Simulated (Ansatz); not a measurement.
KNiF3, space group Pm-3m, a Hubbard U by linear response

Run with Ansatz 0.2.0 through its Python package.

`lr_u_knif3.py`:
```python
# -*- coding: utf-8 -*-
import warnings

import ansatz as az
from ase import Atoms


def main():
    warnings.simplefilter("ignore", az.DeckWarning)

    atoms = Atoms(
        ["K", "Ni", "F", "F", "F"],
        scaled_positions=[
            (0.0, 0.0, 0.0),
            (0.5, 0.5, 0.5),
            (0.5, 0.5, 0.0),
            (0.0, 0.5, 0.5),
            (0.5, 0.0, 0.5),
        ],
        cell=[
            (4.0, 0.0, 0.0),
            (0.0, 4.0, 0.0),
            (0.0, 0.0, 4.0),
        ],
        pbc=True,
    )
    atoms.set_initial_magnetic_moments([0.0, 1.5, 0.0, 0.0, 0.0])
    knif3 = az.Crystal.from_ase(atoms)

    setup = (
        knif3.calculation()
        .functional("PBEsol")
        .kpoints(density=3.8)
        .occupations("fermi_dirac")
        .spin("collinear")
        .hubbard("Ni", "d", u_eff="linear-response")
        .band_table()
    )
    found = []


    def keep(event):
        if event["event"] == "lr_u_result":
            found.append(event["data"])


    outcome = setup.session().plan().execute(on_event=keep)
    rep = outcome.report
    for orbit in found[-1]["orbits"]:
        print(f"sites {orbit['sites']}: n0 = {orbit['n0']:.3f}, chi0 = {orbit['chi0_per_ev']:.4f}/eV, chi = {orbit['chi_per_ev']:.4f}/eV, U = {orbit['u_ev']:.2f} eV")
    print("cycles:", found[-1]["n_cycles"], " band edges:", rep.get("band_edges_ev"))
    print("site moments (muB):", [round(m, 2) for m in rep["site_moments_mub"]])
    print("electrons up, down:", [round(n, 3) for n in rep["spin_occupation_sums"]])


if __name__ == "__main__":
    main()
```

```console
$ python lr_u_knif3.py
sites [1]: n0 = 8.286, chi0 = -0.0795/eV, chi = -0.0597/eV, U = 4.16 eV
cycles: 1  band edges: None
site moments (muB): [-0.0, 1.74, 0.06, 0.06, 0.06]
electrons up, down: [25.0, 23.0]
```

Notes:
- Other magnetic orders than the one started from may lie lower.
- With one magnetic atom the cell can hold only ferromagnetic order.
- Of the deposited cell: the entry's cell lengths or inner coordinates differ somewhat from later room-temperature determinations.
- The starting cell is as deposited in a crystallographic database; the results hold for this polymorph, which needn't be the stable one.
- Levels are Kohn-Sham eigenvalues on this mesh.
- The computed U depends on the projectors, on the cell (the perturbed atoms see their images) and on the spin treatment typed in the script; a run with no .spin step is spin-unpolarised.
- It ran for 67 s on 1 thread of Arm Neoverse N1, with other jobs on the host, peak memory 0.68 GiB.
